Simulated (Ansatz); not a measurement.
# F4Ni: the cost of one run

All numbers are computed with Ansatz 0.2.0, driven from Python. Level of theory: PBE/def2-SVP.

**1. Starting point**

Bond lengths: F1–Ni2 1.858 Å, Ni2–F3 1.941 Å, Ni2–F4 1.849 Å, Ni2–F5 1.850 Å. Angles: F1–Ni2–F3 105.7°, F1–Ni2–F4 99.6°, F1–Ni2–F5 113.4°, F3–Ni2–F4 97.3°, F3–Ni2–F5 98.6°, F4–Ni2–F5 137.6°.

No structure file is read: the coordinates are typed or built in the script.

**2. The script**

The input, freq_f4ni.py:

```python
import itertools
import warnings

import ansatz as az
from ase import Atoms
from ase.data import atomic_numbers, covalent_radii
from ase.thermochemistry import IdealGasThermo
import numpy as np

GEOMETRY = """
F    -0.60730    1.51900    0.77990
Ni    0.04780    0.08140   -0.19850
F     0.27070   -1.36400    1.07790
F    -1.52820   -0.51770   -0.95850
F     1.81690    0.28120   -0.70090
"""


def main() -> None:
    warnings.simplefilter("ignore", az.DeckWarning)

    molecule = az.Crystal.molecule()
    for line in GEOMETRY.strip().splitlines():
        symbol, *xyz = line.split()
        molecule = molecule.atom(symbol, [float(v) for v in xyz])

    base = (
        molecule.calculation()
        .basis(gaussian="def2-SVP")
        .functional("PBE")
    )
    symbols = [site.symbol for site in molecule.cartesian_sites]
    start = np.array([site.position_ang for site in molecule.cartesian_sites], dtype=float)
    def progress(event):
        if event["event"] == "relax_step":
            row = event["data"]
            print(f"step {row['step']:3d}  E = {row['lagrangian_ev']:.6f} eV  largest force component {row['allowed_force_max_ev_ang']:.4f} eV/A")


    rep = base.relax(force_tolerance=0.003).session().plan().execute(on_event=progress).report
    end = np.array(rep["positions_ang"])

    radius = [covalent_radii[atomic_numbers[s]] for s in symbols]
    span = lambda where, i, j: np.linalg.norm(where[i] - where[j])
    bonded = [(i, j) for i, j in itertools.combinations(range(len(symbols)), 2) if min(span(start, i, j), span(end, i, j)) < 1.2 * (radius[i] + radius[j])]
    print("pair        before    after (A)")
    for i, j in bonded:
        print(f"{symbols[i]}{i}-{symbols[j]}{j}".ljust(10), f"{span(start, i, j):8.4f} {span(end, i, j):8.4f}")

    minimum = az.Crystal.molecule()
    for symbol, place in zip(symbols, end):
        minimum = minimum.atom(symbol, place.tolist())
    vibrating = minimum.calculation()
    vibrating = vibrating.basis(gaussian="def2-SVP").functional("PBE")
    vibrating = vibrating.phonons(temperatures=(200, 600, 100))
    vib = vibrating.run().report["vibrations"]
    sums = vib["harmonic_sums"]
    modes = [m["omega_inv_cm"] for m in sums["modes_at_gamma"] if m["rigid_motion"] == "no"]
    for number, w in enumerate(modes, start=1):
        print(f"mode {number:2d} {w:9.1f} 1/cm {w / 8065.544 * 1000:8.2f} meV")
    print("imaginary modes:", sum(w < 0 for w in modes), " zero-point energy:", round(sums["zero_point_energy_ev"], 4), "eV")
    gas = IdealGasThermo(vib_energies=[w / 8065.544 for w in modes if w > 0], geometry="linear" if len(modes) == 3 * len(symbols) - 5 else "nonlinear",
                         atoms=Atoms(symbols, positions=end), symmetrynumber=1, spin=0.0)
    print(f"H(298 K) - E = {gas.get_enthalpy(298.15, verbose=False):.4f} eV")
    print(f"S(298 K, 1 bar) = {96485.33 * gas.get_entropy(298.15, 1e5, verbose=False):.1f} J/(mol K) with symmetry number 1")


if __name__ == "__main__":
    main()
```

**3. The calls as engine input**

The engine receives this input (first run):

```yaml
crystal:
  periodic: [false, false, false]
  atoms:
    - { symbol: F, position_ang: [-0.6073, 1.519, 0.7799] }
    - { symbol: Ni, position_ang: [0.0478, 0.0814, -0.1985] }
    - { symbol: F, position_ang: [0.2707, -1.364, 1.0779] }
    - { symbol: F, position_ang: [-1.5282, -0.5177, -0.9585] }
    - { symbol: F, position_ang: [1.8169, 0.2812, -0.7009] }
basis:
  gaussian:
    orbitals: def2-SVP
hamiltonian:
  xc: pbe
relax:
  f_tol: 0.003
```

**4. Running it**

Started as:

```console
python freq_f4ni.py
```

What time and memory should one allow on 1 thread of AMD EPYC 9R14 (Zen 4), shared host?

About 56 s, with a peak of 0.26 GiB.
